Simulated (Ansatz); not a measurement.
# C₇H₁₂O₂: one species, many methods

The task here is to estimate one member of a computed series from the others.

Computed with Ansatz 0.2.0, Gaussian basis. Level: functionals in def2-TZVPP, the program's frozen cores in correlated methods.

The runs, in order: LDA (SPW92), PBE-D4, revPBE-D4, BLYP-D4, r2SCAN-D4, B97M-V, PBE0-D4, B3LYP-D4, r2SCANh-D4, r2SCAN0-D4, HSE06-D4, BHLYP-D4, CAM-B3LYP-D4, LC-ωPBE, ωB97X-V, ωB97M-V, B2PLYP, PBE-QIDH; CCSD(T)/def2-SVP; CCSD(T)/def2-TZVPP; MP2/def2-QZVPP; extrapolation to the limit; RPA on PBE.

### The geometry

The geometry comes from an earlier relaxation with PBE0-D4 in a triple-zeta def2 set; it is a stationary point, not always the lowest conformer.

SMILES `CC(=O)CC(=O)C(C)C`, 21 atoms, charge 0, spin multiplicity 1.

Atoms are counted from 1 here; the program's logs count them from 0.

Bond lengths: C1–C2 1.498 Å, C1–H10 1.088 Å, C1–H11 1.094 Å, C1–H12 1.094 Å, C2–O3 1.205 Å, C2–C4 1.523 Å, C4–C5 1.523 Å, C4–H13 1.089 Å, C4–H14 1.090 Å, C5–O6 1.205 Å, C5–C7 1.512 Å, C7–C8 1.517 Å, C7–C9 1.531 Å, C7–H15 1.097 Å, C8–H16 1.091 Å, C8–H17 1.091 Å, C8–H18 1.092 Å, C9–H19 1.092 Å and more. Angles: C2–C1–H10 110.4°, C2–C1–H11 109.8°, C2–C1–H12 109.2°, H10–C1–H11 110.9°, H10–C1–H12 109.7°, H11–C1–H12 106.7°, C1–C2–O3 123.4°, C1–C2–C4 115.9°, O3–C2–C4 120.7°, C2–C4–C5 106.8°, C2–C4–H13 108.1°, C2–C4–H14 110.9°, C5–C4–H13 111.3°, C5–C4–H14 108.4°, H13–C4–H14 111.3°, C4–C5–O6 120.5°, C4–C5–C7 116.1°, O6–C5–C7 123.3° and more.

Set-up of the first run:

in.yaml reads:

```yaml
crystal:
  periodic: [false, false, false]
  atoms:
    - {symbol: C, position_ang: [-1.471168, 2.052601, -1.877761]}
    - {symbol: C, position_ang: [-0.821244, 0.703927, -1.821324]}
    - {symbol: O, position_ang: [-1.341285, -0.300175, -2.237288]}
    - {symbol: C, position_ang: [0.543599, 0.651357, -1.148214]}
    - {symbol: C, position_ang: [0.291775, 0.447684, 0.339629]}
    - {symbol: O, position_ang: [0.104162, 1.392483, 1.064124]}
    - {symbol: C, position_ang: [0.253875, -0.986069, 0.817364]}
    - {symbol: C, position_ang: [-0.514521, -1.122442, 2.117722]}
    - {symbol: C, position_ang: [1.690976, -1.495371, 0.954209]}
    - {symbol: H, position_ang: [-2.501124, 1.964234, -2.217837]}
    - {symbol: H, position_ang: [-1.424165, 2.527139, -0.893565]}
    - {symbol: H, position_ang: [-0.910496, 2.694535, -2.564175]}
    - {symbol: H, position_ang: [1.098741, -0.183862, -1.573501]}
    - {symbol: H, position_ang: [1.079520, 1.591438, -1.280445]}
    - {symbol: H, position_ang: [-0.237774, -1.564087, 0.024873]}
    - {symbol: H, position_ang: [-0.049772, -0.525922, 2.904653]}
    - {symbol: H, position_ang: [-1.544575, -0.778888, 2.007905]}
    - {symbol: H, position_ang: [-0.532853, -2.166221, 2.438409]}
    - {symbol: H, position_ang: [1.685745, -2.548656, 1.241099]}
    - {symbol: H, position_ang: [2.253946, -1.407067, 0.022501]}
    - {symbol: H, position_ang: [2.222239, -0.935939, 1.728224]}
basis:
  gaussian: {orbitals: def2-TZVPP}
hamiltonian: {xc: lda}
output: {orbitals: {seedname: orbitals}}
```

Command:

```sh
> ansatz run in.yaml --threads 5 --pin off --events-out ev --progress --plain --max-ram 66560MiB --backend cuda --devices 0, --max-vram 37GiB
```

Steps of the session up to this table: LDA; PBE-D4 (GGA); revPBE-D4 (GGA); BLYP-D4 (GGA); r2SCAN-D4 (meta-GGA); B97M-V (meta-GGA); PBE0-D4 (hybrid); B3LYP-D4 (hybrid); r2SCANh-D4 (hybrid); r2SCAN0-D4 (hybrid); HSE06-D4 (hybrid); BHLYP-D4 (hybrid); CAM-B3LYP-D4 (range-separated); LC-ωPBE (range-separated); ωB97X-V (range-separated); ωB97M-V (range-separated); B2PLYP (double hybrid); PBE-QIDH (double hybrid).

One table of the session follows, with a row left open; its other results are not shown here.

It belongs to the step «Orbital energies across the functionals». 

```
  functional  HOMO (eV)  gap (eV)
 LDA (SPW92)      -5.94      3.38
      PBE-D4      -5.75      3.45
   revPBE-D4      -5.67      3.47
     BLYP-D4      -5.67      3.49
   r2SCAN-D4      -6.03      3.92
      B97M-V      -6.21      4.20
     PBE0-D4      -7.29      6.07
    B3LYP-D4      -7.07      5.59
  r2SCANh-D4      -6.61      4.90
  r2SCAN0-D4      -7.49      6.38
    HSE06-D4      -6.88      5.27
    BHLYP-D4      -8.80      8.79
CAM-B3LYP-D4          ?         ?
     LC-ωPBE     -10.02     11.22
     ωB97X-V      -9.72     10.83
     ωB97M-V      -9.67     10.69
```

Estimate the missing values for CAM-B3LYP-D4.

The run gave: HOMO (eV): -8.75; gap (eV): 8.72. In the column «HOMO (eV)» it lies between BHLYP-D4 (-8.80) and r2SCAN0-D4 (-7.49).
